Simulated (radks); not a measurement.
# Valence configurations of Nd³⁺

An exercise on one series of results from a longer session: the logs are not shown, and one member is left open.

Method: Dirac Kohn-Sham, BLYP, spin-unpolarised, spherical densities, finite nucleus; open shells fill j = l - 1/2 first. Code: radks (a radial shooting solver on a logarithmic mesh, Libxc functionals) version 1.

## Starting point

- element: neodymium (Z = 60)
- charge: +3
- electrons: 57
- configuration: [Xe] 4f3
- nuclear rms radius: 4.9123 fm
- others tried: 4f2.5 5d0.5; 4f1 6s2; 4f2 6p1; 4f1 6s1 6p1; 4f2 6s1; 6s2 6p1; 4f1 6p2; 4f2 5d1

Set-up of the first run:

Settings of this run:

```text
Z 60
configuration [Xe] 4f3
relativity Dirac
functional b88,lyp
spin unpolarised
j_filling energy
nucleus finite rms 4.9123 fm
c 137.035999084
```

Run with:

```console
$ python run_ks.py task.json out
```

The same process makes all the runs of this session.

Among the steps run: [Xe] 4f3.

One table of the session follows, with a row left open; its other results are not shown here.

It belongs to the step «[Xe] 4f3». Radial moments (bohr):

| level | <r> | outermost maximum (interpolated) | 90 % within | nodes |
| --- | --- | --- | --- | --- |
| 4p3/2 | 0.6504 | 0.597 | 0.946 | 2 |
| 4d3/2 | 0.6978 | 0.613 | 1.05 | 1 |
| 4d5/2 | 0.7077 | 0.621 | 1.06 | 1 |
| 5s1/2 | 1.436 | 1.30 | 2.06 | 4 |
| 5p1/2 | 1.596 | 1.42 | 2.32 | 3 |
| 5p3/2 | 1.673 | 1.48 | 2.43 | 3 |
| 4f5/2 | ? | ? | ? | ? |
| 4f7/2 | 0.9799 | 0.653 | 1.67 | 0 |

Q: Estimate the row for 4f5/2 from the others.

As computed: <r>: 0.9701; outermost maximum (interpolated): 0.648; 90 % within: 1.65; nodes: 0. In the column «<r>» it lies between 4d5/2 (0.7077) and 4f7/2 (0.9799).
